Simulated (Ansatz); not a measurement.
# AlClGa: the cost of one run

Program: Ansatz 0.2.0, Gaussian basis. Level of theory: cc-pVDZ, all electrons in the functionals, frozen cores in the correlation of double hybrids and RPA. These are calculated values, not measurements.

The runs, in order: wB97M-V, B2PLYP, RPA-PBE, at charge 0, quartet; charge 0, doublet; charge 0, sextet; charge 1, triplet; charge 1, quintet; displaced geometry v1; displaced geometry v2.

35 further runs of the same task are left out: 11 for a known fault of the program, 12 that didn't finish, 12 set aside as unsound or not needed.

### Step 1. The geometry

The geometry is a PBE0/def2-TZVP stationary point (not a proven minimum). No spin-orbit coupling is included. The filled d shell of Ga may be among the frozen orbitals whatever the setting's name suggests; the logs give the count.

3 atoms, charge 0, spin multiplicity 4.

Atoms are counted from 1 here; the program's logs count them from 0.

Bond lengths: Cl1–Al2 2.091 Å, Al2–Ga3 2.316 Å. Angles: Cl1–Al2–Ga3 180.0°.

Coordinates:

```xyz
3
AlClGa
Cl    0.00000    0.00000   -2.16600
Al    0.00000    0.00000   -0.07520
Ga    0.00000    0.00000    2.24120
```

No dispersion term is added; wB97M-V holds VV10 nonlocal correlation.

The geometry shown and the zero of energy belong to the point charge 0, quartet. The yardstick, UCCSDT(Q), and other wave-function levels (R restricted, U unrestricted, valence and pair active spaces) come from earlier runs.

### Step 2. wB97M-V, charge 0, quartet

in.yaml reads:

```yaml
crystal:
  periodic: [false, false, false]
  atoms:
    - {symbol: Cl, position_ang: [0.000000, 0.000000, -2.166000]}
    - {symbol: Al, position_ang: [0.000000, 0.000000, -0.075200]}
    - {symbol: Ga, position_ang: [0.000000, 0.000000, 2.241200]}
basis:
  gaussian: {orbitals: cc-pVDZ}
magnetization: {spin_polarized: true, initial_magnetization: 3}
hamiltonian: {xc: {name: wB97M-V}}
output: {orbitals: {seedname: orbitals}}
```

On the command line:

```console
> ansatz run in.yaml --threads 1 --pin off --events-out ev --progress --plain --max-ram 2393MiB
```

What time and memory should one allow on 1 thread of Arm Neoverse V2, shared host?

About 14 s, with a peak of 0.31 GiB.
